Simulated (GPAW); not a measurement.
Wanted: an ASE script for a GPAW 26.7.0 run.

```yaml
Task: single point
Functional: PBE
Potentials_or_basis: GPAW PAW data sets (gpaw-data 1.2.1)
Cutoff: 600 eV
Basis: pw
k_mesh: 8 × 8 × 8
Occupations: fermi-dirac, width 0.05 eV
Spin: no spin polarisation
Hubbard_terms: Mo d U = 4 eV
Maxiter: 150
```

The structure of MoSe lies in MoSe.xyz:

```xyz
2
Lattice="0.0000000000 2.8928795100 2.8928795100 2.8928795100 0.0000000000 2.8928795100 2.8928795100 2.8928795100 0.0000000000" Properties=species:S:1:pos:R:3 pbc="T T T"
Mo     0.0000000000      0.0000000000      0.0000000000
Se     2.8928795100      2.8928795100      2.8928795100
```

The cell was built by a generator and needn't be a form met in nature.

These files were run (other wordings do the same):

run.py

```python
from ase.dft.bandgap import bandgap
from ase.io import read, write
from ase.units import GPa
from gpaw import GPAW, PW

atoms = read('MoSe.xyz')

calc = GPAW(mode=PW(600),
            xc='PBE',
            kpts={'size': (8, 8, 8), 'gamma': True},
            occupations={'name': 'fermi-dirac', 'width': 0.05},
            setups={'Mo': ':d,4.0'},
            nbands=20,
            convergence={'density': 1e-05, 'energy': 1e-05},
            maxiter=150,
            txt='gpaw.txt')
atoms.calc = calc
energy = atoms.get_potential_energy()
forces = atoms.get_forces()
stress = atoms.get_stress()
calc.write('gs.gpw')
write('result.traj', atoms)
print(f'Energy: {energy:.6f} eV')
print('Forces (eV/A):')
print(forces.round(4))
print('Stress (GPa):', (stress / GPa).round(3))
print('Fermi level:', round(calc.get_fermi_level(), 4), 'eV')
print(f'Gap: {bandgap(calc)[0]:.4f} eV, direct: {bandgap(calc, direct=True)[0]:.4f} eV')
```

Potentials or basis: GPAW PAW data sets (gpaw-data 1.2.1), pw.

Launch:

```bash
$ OMP_NUM_THREADS=1 python run.py
```

Results of the run:

```
Pressure               : -14.0 GPa
Band gap on the k mesh : none (metal or under the smearing width)
```

Caveat: U without spin polarisation on a metal has little footing.

Wall time 9.4 s on 1 thread of AMD EPYC 9R45 96-Core Processor (Zen 5), on a shared host, peak memory 0.17 GiB.
